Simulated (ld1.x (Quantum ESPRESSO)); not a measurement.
**Pseudopotential generation for tantalum: TM, PBE**

Aim: build the potential from the settings below, then test how well it stands in for the atom: other configurations, scattering, ghost states and the plane-wave cutoff that it needs.

Method: ld1.x (Quantum ESPRESSO) 7.5, PBE, scalar-relativistic.

**1. The atom and the settings**

The settings as typed:

- element: tantalum (Ta, Z = 73)
- type: norm-conserving Troullier–Martins (Kleinman–Bylander form)
- frozen core: [Xe] 4f14
- valence charge: 5
- reference configuration: 5d3 6s2 6p0
- partial waves: 6s (bound): rc 2.80 bohr; 6p (bound, empty): rc 3.40 bohr; 5d (bound): rc 2.25 bohr; 5f channel at 0.05 Ry: rc 2.80 bohr
- local potential: all-electron potential smoothed inside 2.30 bohr (lloc = -1)
- core correction: Bessel-smoothed model core inside 2.30 bohr

The outer shells as boxes (Hund's rule for the drawing; the calculation is spin-unpolarised):

```
[Xe] core
4f [↑↓][↑↓][↑↓][↑↓][↑↓][↑↓][↑↓]
5d [↑ ][↑ ][↑ ][  ][  ]
6s [↑↓]
6p [  ][  ][  ]
```

An earlier all-electron run gives the scale for the radii.

All-electron outer shells of the reference configuration (PBE, scalar-relativistic, ld1.x):

```csv
shell,level (eV),outermost node (bohr),outermost maximum (bohr)
5p,-39.40,0.58,1.13
4f,-24.70,–,0.44
6s,-5.44,1.32,2.78
5d,-3.59,0.65,1.58
6p,-1.39,1.60,3.89
```

**2. Generating the potential**

Input file Ta.in:

```
 &input
   title='Ta', zed=73., rel=1, dft='PBE', iswitch=3,
   config='[Xe] 4f14 5d3 5f-2 6s2 6p0',
   nld=4, rlderiv=3.70, eminld=-2.0, emaxld=5.0, deld=0.02
 /
 &inputp
   pseudotype=2, tm=.true., lloc=-1, rcloc=2.30,
   nlcc=.true., new_core_ps=.true., rcore=2.30,
   file_pseudopw='Ta.UPF', file_wfcaegen='ae.wfc', file_wfcncgen='nc.wfc', file_beta='beta', file_chi='chi'
 /
4
6S  1  0   2.00   0.00  2.80  2.80  0.0
6P  2  1   0.00   0.00  3.40  3.40  0.0
5D  3  2   3.00   0.00  2.25  2.25  0.0
5F  4  3  -2.00   0.05  2.80  2.80  0.0
 &test
   configts(1)='5d3 6s2 6p0'
 /
```

Run with:

```bash
$ ld1.x < Ta.in > Ta.out
```

The output, Ta.out (without the banner and most projector matrices):

```text
     Program LD1 v.7.5
     --------------------------- All-electron run ----------------------------

     Ta
     scalar relativistic calculation

     atomic number is 73.00
     dft =PBE   lsd =0 sic =0 latt =0  beta=0.20 tr2=1.0E-14
     Exchange-correlation= PBE
                           (   1   4   3   4   0   0   0)
     mesh =1273 r(mesh) = 100.43799 a.u. xmin = -7.00 dx = 0.01250
     1 Ry =  13.60569312 eV, c = 137.03599908

     n l     nl                  e(Ry)          e(Ha)          e(eV)
     1 0     1S 1( 2.00)     -4951.7605     -2475.8802    -67372.1337
     2 0     2S 1( 2.00)      -850.7551      -425.3776    -11575.1131
     2 1     2P 1( 6.00)      -745.4767      -372.7383    -10142.7271
     3 0     3S 1( 2.00)      -194.8940       -97.4470     -2651.6676
     3 1     3P 1( 6.00)      -163.5864       -81.7932     -2225.7059
     4 0     4S 1( 2.00)       -39.7359       -19.8680      -540.6347
     4 1     4P 1( 6.00)       -29.4680       -14.7340      -400.9329
     3 2     3D 1(10.00)      -127.0809       -63.5405     -1729.0238
     5 0     5S 1( 2.00)        -5.3656        -2.6828       -73.0021
     5 1     5P 1( 6.00)        -2.8957        -1.4479       -39.3986
     4 2     4D 1(10.00)       -16.3309        -8.1655      -222.1936
     4 3     4F 1(14.00)        -1.8157        -0.9079       -24.7045
     5 2     5D 1( 3.00)        -0.2639        -0.1320        -3.5906
     6 0     6S 1( 2.00)        -0.4000        -0.2000        -5.4422
     6 1     6P 1( 0.00)        -0.1023        -0.0511        -1.3912

     final scf error:  1.8E-15 reached in  29 iterations

     Etot =  -31209.127620 Ry,  -15604.563810 Ha, -424621.813034 eV

     Ekin =   34296.311234 Ry,   17148.155617 Ha,  466625.085903 eV
     Encl =  -77083.937461 Ry,  -38541.968731 Ha,-1048780.397810 eV
     Eh   =   12208.679052 Ry,    6104.339526 Ha,  166107.540615 eV
     Exc  =    -630.180445 Ry,    -315.090222 Ha,   -8574.041741 eV

     normalization and overlap integrals

     s(1S/1S) =  1.000000  <r> =   0.0187  <r2> =    0.0005  r(max) =   0.0116
     s(2S/2S) =  1.000000  <r> =   0.0789  <r2> =    0.0074  r(max) =   0.0670
     s(2P/2P) =  1.000000  <r> =   0.0706  <r2> =    0.0061  r(max) =   0.0549
     s(3S/3S) =  1.000000  <r> =   0.2048  <r2> =    0.0479  r(max) =   0.1891
     s(3P/3P) =  1.000000  <r> =   0.2049  <r2> =    0.0487  r(max) =   0.1868
     s(4S/4S) =  1.000000  <r> =   0.4587  <r2> =    0.2376  r(max) =   0.4262
     s(4P/4P) =  1.000000  <r> =   0.4877  <r2> =    0.2706  r(max) =   0.4480
     s(3D/3D) =  1.000000  <r> =   0.1856  <r2> =    0.0404  r(max) =   0.1529
     s(5S/5S) =  1.000000  <r> =   1.1000  <r2> =    1.3609  r(max) =   0.9847
     s(5P/5P) =  1.000000  <r> =   1.2940  <r2> =    1.9028  r(max) =   1.1298
     s(4D/4D) =  1.000000  <r> =   0.5231  <r2> =    0.3173  r(max) =   0.4593
     s(4F/4F) =  1.000000  <r> =   0.6395  <r2> =    0.5210  r(max) =   0.4424
     s(5D/5D) =  1.000000  <r> =   2.2575  <r2> =    6.3202  r(max) =   1.5833
     s(6S/6S) =  1.000000  <r> =   3.2994  <r2> =   12.4368  r(max) =   2.7789
     s(6P/6P) =  1.000000  <r> =   4.9596  <r2> =   28.8401  r(max) =   3.8944

     ------------------------ End of All-electron run ------------------------

     --------------------- Generating NC pseudopotential ---------------------

      Generating local potential from pseudized AE potential:
      Matching radius rcloc =   2.3000

      Local pseudo, rcloc= 2.304 Estimated cut-off energy=     4.68 Ry

      Computing core charge for nlcc:

       r > 2.30 : true rho core
      Core charge pseudized with two Bessel functions
      Integrated core pseudo-charge :   6.42

      Wfc   6S  rcut= 2.814  Using Troullier-Martins method

      Wfc   6P  rcut= 3.437  Using Troullier-Martins method

      Wfc   5D  rcut= 2.247  Using Troullier-Martins method

      Wfc   5F  rcut= 2.814  Using Troullier-Martins method

     ------------------- End of pseudopotential generation -------------------

     [... the all-electron block is printed once more ...]


     Computing logarithmic derivative in   3.68146
     Computing logarithmic derivative in   3.68146
     Computing the partial wave expansion
     R is outside the sphere for l=    0 j= 0.00
     R is outside the sphere for l=    1 j= 0.00
     R is outside the sphere for l=    2 j= 0.00
     R is outside the sphere for l=    3 j= 0.00

     ---------------------- Testing the pseudopotential ----------------------

     Ta
     scalar relativistic calculation

     atomic number is 73.00   valence charge is  5.00
     dft =PBE   lsd =0 sic =0 latt =0  beta=0.20 tr2=1.0E-14
     mesh =1273 r(mesh) = 100.43799 xmin = -7.00 dx = 0.01250

     n l     nl             e AE (Ry)        e PS (Ry)    De AE-PS (Ry)
     3 2     5D   1( 3.00)       -0.26390       -0.26390        0.00000
     1 0     6S   1( 2.00)       -0.40000       -0.40000        0.00000
     2 1     6P   1( 0.00)       -0.10225       -0.10225       -0.00000

     eps = 6.0E-16  iter =  4

     Etot =  -31209.127620 Ry,  -15604.563810 Ha, -424621.813034 eV
     Etotps =   -16.316608 Ry,      -8.158304 Ha,    -221.998761 eV

     Ekin =       8.619569 Ry,       4.309785 Ha,     117.275215 eV
     Encl =     -22.531066 Ry,     -11.265533 Ha,    -306.550763 eV
     Ehrt =       8.491157 Ry,       4.245579 Ha,     115.528077 eV
     Ecxc =     -10.173912 Ry,      -5.086956 Ha,    -138.423126 eV
     (Ecc =      -6.654605 Ry,      -3.327303 Ha,     -90.540516 eV)
     Epseu=      -0.722357 Ry,      -0.361178 Ha,      -9.828164 eV

     ---------------------- End of pseudopotential test ----------------------
```

Wall time 1.8 s (1 thread of Neoverse-V1, shared host). This counts the later configuration tests of the new file too.

All-electron and pseudo partial waves u(r) = r·R(r), from the program's wave files:

```csv
r (bohr),6p AE,6p PS
0.170,-0.0703,0.0014
0.340,0.1058,0.0057
0.510,0.0525,0.0129
0.680,-0.0873,0.0232
0.850,-0.1763,0.0368
1.020,-0.1961,0.0540
1.190,-0.1649,0.0749
1.360,-0.1041,0.0999
1.530,-0.0297,0.1289
1.700,0.0477,0.1618
1.870,0.1221,0.1981
2.040,0.1904,0.2369
2.210,0.2511,0.2769
2.380,0.3039,0.3166
2.550,0.3489,0.3542
2.720,0.3863,0.3881
2.890,0.4168,0.4172
3.060,0.4409,0.4409
3.230,0.4592,0.4592
3.400,0.4722,0.4722
3.570,0.4806,0.4806
3.740,0.4851,0.4851
3.910,0.4860,0.4860
4.080,0.4840,0.4840
4.250,0.4796,0.4796
4.420,0.4731,0.4731
```

**3. Transferability test**

Input file Ta.test.in:

```
 &input
   title='Ta', zed=73., rel=1, dft='PBE', iswitch=2,
   config='[Xe] 4f14 5d3 5f-2 6s2 6p0'
 /
 &test
   file_pseudo='Ta.UPF', nconf=8,
   configts(1)='5d3 6s2 6p0',
   configts(2)='5d3 6s1 6p0',
   configts(3)='5d3 6s0 6p0',
   configts(4)='5d2 6s0 6p0',
   configts(5)='5d3 6s1 6p1',
   configts(6)='5d1 6s0 6p0',
   configts(7)='5d3.5 6s1.5 6p0',
   configts(8)='5d4 6s0 6p0'
 /
```

Run with:

```bash
$ ld1.x < Ta.test.in > Ta.test.out
```

Ta.test.out, the pseudopotential blocks, each with the warnings that came before it:

```text
     ---------------------- Testing the pseudopotential ----------------------

     Ta
     scalar relativistic calculation

     atomic number is 73.00   valence charge is  5.00
     dft =PBE   lsd =0 sic =0 latt =0  beta=0.20 tr2=1.0E-14
     mesh =1273 r(mesh) = 100.43799 xmin = -7.00 dx = 0.01250

     n l     nl             e AE (Ry)        e PS (Ry)    De AE-PS (Ry)
     3 2     5D   1( 3.00)       -0.26390       -0.26390        0.00000
     1 0     6S   1( 2.00)       -0.40000       -0.40000        0.00000
     2 1     6P   1( 0.00)       -0.10225       -0.10225       -0.00000

     eps = 1.0E-15  iter =  4

     Etot =  -31209.127623 Ry,  -15604.563811 Ha, -424621.813070 eV
     Etotps =   -16.316608 Ry,      -8.158304 Ha,    -221.998762 eV

     Ekin =       8.619569 Ry,       4.309784 Ha,     117.275210 eV
     Encl =     -22.531065 Ry,     -11.265533 Ha,    -306.550759 eV
     Ehrt =       8.491157 Ry,       4.245578 Ha,     115.528075 eV
     Ecxc =     -10.173912 Ry,      -5.086956 Ha,    -138.423125 eV
     (Ecc =      -6.654605 Ry,      -3.327303 Ha,     -90.540516 eV)
     Epseu=      -0.722357 Ry,      -0.361178 Ha,      -9.828164 eV

     ---------------------- End of pseudopotential test ----------------------

     ---------------------- Testing the pseudopotential ----------------------

     Ta
     [...]
     n l     nl             e AE (Ry)        e PS (Ry)    De AE-PS (Ry)
     3 2     5D   1( 3.00)       -0.77071       -0.76999       -0.00072
     1 0     6S   1( 1.00)       -0.85403       -0.85523        0.00120
     2 1     6P   1( 0.00)       -0.48603       -0.48780        0.00177

     eps = 9.5E-16  iter =  7

     Etot =  -31208.505287 Ry,  -15604.252643 Ha, -424613.345757 eV
     Etotps =   -15.693489 Ry,      -7.846745 Ha,    -213.520798 eV
     dEtot_ae =       0.622336 Ry
     dEtot_ps =       0.623119 Ry,   Delta E=      -0.000783 Ry

     [...]
     ---------------------- End of pseudopotential test ----------------------

     ---------------------- Testing the pseudopotential ----------------------

     Ta
     [...]
     n l     nl             e AE (Ry)        e PS (Ry)    De AE-PS (Ry)
     3 2     5D   1( 3.00)       -1.34589       -1.34495       -0.00094
     1 0     6S   1( 0.00)       -1.35483       -1.35757        0.00275
     2 1     6P   1( 0.00)       -0.92183       -0.93081        0.00898  !

     eps = 3.7E-18  iter =  7

     Etot =  -31207.404855 Ry,  -15603.702428 Ha, -424598.373628 eV
     Etotps =   -14.590732 Ry,      -7.295366 Ha,    -198.517021 eV
     dEtot_ae =       1.722767 Ry
     dEtot_ps =       1.725876 Ry,   Delta E=      -0.003109 Ry

     [...]
     ---------------------- End of pseudopotential test ----------------------

     Warning: n=1, l=0 expected 0 nodes, found 1
     ---------------------- Testing the pseudopotential ----------------------

     Ta
     [...]
     n l     nl             e AE (Ry)        e PS (Ry)    De AE-PS (Ry)
     3 2     5D   1( 2.00)       -2.14090       -2.16104        0.02014  !
     1 0     6S   1( 0.00)       -1.99759       -1.99759        0.00000
     2 1     6P   1( 0.00)       -1.47763       -1.55878        0.08114  !

     eps = 2.7E-15  iter =  5

     Etot =  -31205.670024 Ry,  -15602.835012 Ha, -424574.770038 eV
     Etotps =   -12.847522 Ry,      -6.423761 Ha,    -174.799440 eV
     dEtot_ae =       3.457599 Ry
     dEtot_ps =       3.469086 Ry,   Delta E=      -0.011487 Ry

     [...]
     ---------------------- End of pseudopotential test ----------------------

     ---------------------- Testing the pseudopotential ----------------------

     Ta
     [...]
     n l     nl             e AE (Ry)        e PS (Ry)    De AE-PS (Ry)
     3 2     5D   1( 3.00)       -0.35949       -0.36000        0.00051
     1 0     6S   1( 1.00)       -0.47090       -0.47094        0.00004
     2 1     6P   1( 1.00)       -0.15433       -0.15402       -0.00031

     eps = 6.7E-15  iter = 12

     Etot =  -31208.820510 Ry,  -15604.410255 Ha, -424617.634589 eV
     Etotps =   -16.009200 Ry,      -8.004600 Ha,    -217.816263 eV
     dEtot_ae =       0.307113 Ry
     dEtot_ps =       0.307408 Ry,   Delta E=      -0.000295 Ry

     [...]
     ---------------------- End of pseudopotential test ----------------------

     Warning: n=2, l=1 expected 0 nodes, found 1
     ---------------------- Testing the pseudopotential ----------------------

     Ta
     [...]
     n l     nl             e AE (Ry)        e PS (Ry)    De AE-PS (Ry)
     3 2     5D   1( 1.00)       -3.02439       -3.08239        0.05799  !
     1 0     6S   1( 0.00)       -2.70378       -3.36280        0.65901  !
     2 1     6P   1( 0.00)       -2.09820       -2.49980        0.40160  !

     eps = 5.9E-16  iter =  5

     Etot =  -31203.094456 Ry,  -15601.547228 Ha, -424539.727651 eV
     Etotps =   -10.233626 Ry,      -5.116813 Ha,    -139.235571 eV
     dEtot_ae =       6.033167 Ry
     dEtot_ps =       6.082982 Ry,   Delta E=      -0.049815 Ry

     [...]
     ---------------------- End of pseudopotential test ----------------------

     ---------------------- Testing the pseudopotential ----------------------

     Ta
     [...]
     n l     nl             e AE (Ry)        e PS (Ry)    De AE-PS (Ry)
     3 2     5D   1( 3.50)       -0.22638       -0.22406       -0.00231
     1 0     6S   1( 1.50)       -0.38103       -0.38227        0.00124
     2 1     6P   1( 0.00)       -0.09494       -0.09630        0.00136

     eps = 1.7E-15  iter =  9

     Etot =  -31209.054965 Ry,  -15604.527483 Ha, -424620.824513 eV
     Etotps =   -16.242851 Ry,      -8.121426 Ha,    -220.995253 eV
     dEtot_ae =       0.072658 Ry
     dEtot_ps =       0.073757 Ry,   Delta E=      -0.001099 Ry

     [...]
     ---------------------- End of pseudopotential test ----------------------

     ---------------------- Testing the pseudopotential ----------------------

     Ta
     [...]
     n l     nl             e AE (Ry)        e PS (Ry)    De AE-PS (Ry)
     3 2     5D   1( 4.00)       -0.66651       -0.66120       -0.00532  !
     1 0     6S   1( 0.00)       -0.79322       -0.79750        0.00428
     2 1     6P   1( 0.00)       -0.44841       -0.45355        0.00514  !

     eps = 2.3E-16  iter =  7

     Etot =  -31208.399888 Ry,  -15604.199944 Ha, -424611.911735 eV
     Etotps =   -15.581460 Ry,      -7.790730 Ha,    -211.996557 eV
     dEtot_ae =       0.727735 Ry
     dEtot_ps =       0.735149 Ry,   Delta E=      -0.007414 Ry

     [...]
     ---------------------- End of pseudopotential test ----------------------
```

Energies count from the reference configuration 5d3 6s2 6p0; the error is all-electron less pseudo. A star marks tests that logged a warning.

| valence configuration | charge | ΔE all-electron (eV) | error AE − PS (meV) |
| --- | --- | --- | --- |
| 5d3 6s1 6p0 | +1 | 8.467 | -11 |
| 5d3 6s0 6p0 | +2 | 23.439 | -42 |
| 5d2 6s0 6p0 * | +3 | 47.043 | -156 |
| 5d3 6s1 6p1 | 0 | 4.178 | -4.0 |
| 5d1 6s0 6p0 * | +4 | 82.085 | -678 |
| 5d3.5 6s1.5 6p0 | 0 | 0.989 | -15 |
| 5d4 6s0 6p0 | +1 | 9.901 | -101 |

**4. Logarithmic derivatives**

Taken from the files of the generation run. The phase is arctan(r·u′/u) with u = r·R, unwrapped, with energies in Ry. A pole is an energy at which the radial function vanishes at the test radius. The pseudo phase is shifted by a multiple of π to meet the all-electron one at the reference energy. Levels narrower than the energy grid can be missing from the poles. The last column is the largest difference on the grid between −1 and +1 Ry.

| channel | radius (bohr) | reference (Ry) | poles AE | poles PS | window around the reference with phases within 0.05 rad (Ry) | largest difference near zero (rad) |
| --- | --- | --- | --- | --- | --- | --- |
| s | 3.68 | -0.40 | 0.25, 4.44 | -1.25, 0.26, 4.03 | -1.2 to 1.8 | 0.006 |
| p | 3.68 | -0.10 | 1.14 | 0.62, 1.49 | below 0.4 | 2.916 |
| d | 3.68 | -0.26 | -0.10, 2.79 | -0.10, 2.83 | below 4.5 | 0.009 |
| f | 3.68 | 0.05 | -1.81, 2.07 | 2.09 | -1.8 to 3.0 | 0.002 |

Phases (rad) along the scan:

```csv
E (Ry),p AE,p PS,s AE,s PS
-2.00,1.360,1.357,1.338,4.478
-1.52,1.320,1.316,1.277,4.413
-1.04,1.247,1.243,1.122,1.132
-0.56,1.065,1.060,0.023,0.026
-0.08,0.094,0.094,-1.411,-1.410
0.40,-1.262,-1.314,-1.614,-1.612
0.88,-1.509,-4.425,-1.725,-1.724
1.36,-1.614,-4.686,-1.872,-1.874
1.84,-1.698,-4.771,-2.329,-2.388
2.32,-1.815,-4.849,-3.980,-4.100
2.80,-2.144,-4.976,-4.458,-4.502
3.28,-3.778,-5.430,-4.590,-4.621
3.76,-4.426,-7.234,-4.654,-4.685
4.24,-4.573,-7.640,-4.697,-4.733
4.72,-4.640,-7.751,-4.732,-4.783
```

**5. Plane-wave convergence, by spherical Bessel functions**

A separate test, outside the generator: the pseudo-atom's Hamiltonian at the reference potential is diagonalised in spherical Bessel functions j_l(qr) that vanish at 20 bohr, with q² up to the cutoff.

All-electron valence levels (Ry): 6s -0.4000, 6p -0.1022, 5d -0.2639. The lowest levels of each channel (Ry) by cutoff; the last column sums, over occupied levels, occupation times the distance from the level at 400 Ry. A positive value at high cutoff is not a bound level.

```csv
cutoff (Ry),s #1,s #2,p #1,d #1,f #1,Σ f·Δε (mRy)
8,-0.5715,-0.3893,-0.1022,-0.0706,0.1067,601.3
10,-0.8875,-0.3970,-0.1022,-0.1212,0.1067,434.1
12,-1.0846,-0.3989,-0.1022,-0.1694,0.1067,285.5
15,-1.1862,-0.3997,-0.1022,-0.2083,0.1067,167.3
18,-1.2388,-0.3999,-0.1022,-0.2442,0.1067,59.3
25,-1.2482,-0.3999,-0.1022,-0.2610,0.1067,8.8
30,-1.2486,-0.4000,-0.1022,-0.2635,0.1067,1.2
35,-1.2486,-0.4000,-0.1022,-0.2638,0.1067,0.2
40,-1.2487,-0.4000,-0.1022,-0.2638,0.1067,0.2
45,-1.2487,-0.4000,-0.1022,-0.2639,0.1067,0.1
400,-1.2488,-0.4000,-0.1022,-0.2639,0.1067,0.0
```

The sum stays within 10 mRy from 25 Ry and within 1 mRy from 35 Ry. The sum leaves out empty levels, which can need more. Ghost test: ghost state, bound below the all-electron valence or empty levels of the same l: s at -17.0 eV.

**6. Outcome**

| quantity | value |
| --- | --- |
| cutoffs for 10 and 1 mRy, occupied levels | 25 Ry and 35 Ry |
| bound ghosts | s at -16.99 eV |
| largest test error (AE − PS) | -678 meV, for 5d1 6s0 6p0 (one of 2 tests with a warning) |
| largest phase difference near zero energy, channels read | 2.916 rad |

A bound ghost (s) makes it unfit for use: electrons can fall into a state that the atom doesn't have. The worst unpolarised test, 5d1 6s0 6p0, is off by 678 meV on 82.1 eV; by total energies transferability rates as poor. That test lies far up in energy; among those under 40 eV, nearer to bonding, the largest error is 101 meV. It counts as soft on the atom at that tolerance, with 25 Ry needed at the looser tolerance. The slowest occupied level is 5d: taken alone it needs 30 Ry to come within 1 mRy, against 15 Ry for 6s. Of the channels read, p scatters worst near zero energy, by up to 2.92 rad. A step near π is an extra or missing state, not a misfit of shape. The pseudo curves have poles with no partner nearby in the atom's: s at -1.25 Ry, p at 0.62 Ry. At positive energy that is a spurious or a displaced resonance. All of this concerns the isolated atom, not yet a solid.
